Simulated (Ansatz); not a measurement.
Turn this script for Ansatz's Python interface into the input file that the command-line program reads.

`opt.py`
```python
"""Geometry optimisation of CHFNSi."""

import warnings

import ansatz as az
from ase import Atoms
import numpy as np

BASIS_SET = "def2-SVP"
FUNCTIONAL = "pbe0"


def main() -> None:
    warnings.simplefilter("ignore", az.DeckWarning)

    atoms = Atoms(["N", "C", "Si", "F", "H"], positions=[
        [1.3948, -1.2211, 1.4515],
        [0.7434, -0.6139, 0.619],
        [-0.2082, 0.3121, -0.7343],
        [-1.5635, -0.3058, -0.9373],
        [-0.3166, 1.7551, -0.4403],
    ])
    molecule = az.Crystal.molecule_from_ase(atoms)

    calc = (
        molecule.calculation()
        .basis(gaussian=BASIS_SET)
        .functional(FUNCTIONAL)
        .spin("collinear", total=1)
        .accuracy("medium")
    )
    symbols = [site.symbol for site in molecule.cartesian_sites]
    start = np.array([site.position_ang for site in molecule.cartesian_sites], dtype=float)
    def progress(event):
        if event["event"] == "relax_step":
            row = event["data"]
            print(f"step {row['step']:3d}  E = {row['lagrangian_ev']:.6f} eV  max force {row['allowed_force_max_ev_ang']:.4f} eV/A")


    r = calc.relax(force_tolerance=0.005).session().plan().execute(on_event=progress).report
    end = np.array(r["positions_ang"])

    print("reference energy %16.6f eV" % r["reference_energy_ev"])
    print("total energy     %16.6f eV" % r["free_energy_ev"])
    print("occupied (up, down):", r["n_occupied"], " virtual:", r["n_virtual"], " frozen:", r["n_frozen"])

    print("bond        before    after (A)")
    for i, j in [(0, 1), (1, 2), (2, 3), (2, 4)]:
        d0, d1 = (np.linalg.norm(xyz[i] - xyz[j]) for xyz in (start, end))
        print(f"{symbols[i]}{i}-{symbols[j]}{j}".ljust(10), f"{d0:8.4f} {d1:8.4f}")

    charges = r["charge_distribution"]
    print("dipole moment", round(4.803205 * float(np.linalg.norm(charges["dipole_moment_e_ang"])), 3), "D")
    print("Mulliken:", [(s, round(q, 3)) for s, q in zip(symbols, charges["mulliken_charges_e"])])


if __name__ == "__main__":
    main()
```

Running `python opt.py` prints:
```text
step   1  E = -13121.076266 eV  max force 5.5034 eV/A
step   2  E = -13121.483955 eV  max force 2.6555 eV/A
step   3  E = -13121.574325 eV  max force 0.6357 eV/A
step   4  E = -13121.580061 eV  max force 0.0493 eV/A
step   5  E = -13121.580368 eV  max force 0.0300 eV/A
step   6  E = -13121.580462 eV  max force 0.1324 eV/A
step   7  E = -13121.580635 eV  max force 0.0091 eV/A
step   8  E = -13121.580643 eV  max force 0.0023 eV/A
reference energy    -13121.580663 eV
total energy        -13121.580663 eV
occupied (up, down): [19, 18]  virtual: [46, 47]  frozen: 0
bond        before    after (A)
N0-C1        1.2190   1.1618
C1-Si2       1.8959   1.8472
Si2-F3       1.5033   1.6193
Si2-H4       1.4766   1.4886
dipole moment 2.894 D
Mulliken: [('N', -0.034), ('C', -0.252), ('Si', 0.653), ('F', -0.325), ('H', -0.042)]
```

`input.yaml`:
```yaml
crystal:
  periodic: [false, false, false]
  atoms:
    - { symbol: "N", position_ang: [1.3948, -1.2211, 1.4515] }
    - { symbol: C, position_ang: [0.7434, -0.6139, 0.619] }
    - { symbol: Si, position_ang: [-0.2082, 0.3121, -0.7343] }
    - { symbol: F, position_ang: [-1.5635, -0.3058, -0.9373] }
    - { symbol: H, position_ang: [-0.3166, 1.7551, -0.4403] }
accuracy: medium
basis:
  gaussian:
    orbitals: def2-SVP
hamiltonian:
  xc: pbe0
magnetization:
  spin_polarized: true
  initial_magnetization: 1.0
relax:
  f_tol: 0.005
```

Notes:
- These settings explore the input space; basis and method may be short of convergence.
- The end point is the stationary point reached from this start; no frequency run checks that it is a minimum, and the basis set is modest.
- The species is open-shell (spin multiplicity 2).
- Run time: 16 s on 1 thread of Intel(R) Xeon(R) 6975P-C (Granite Rapids) (shared host), peak memory 0.25 GiB.

(Lines on the test bed's own set-up are left out of the output.)
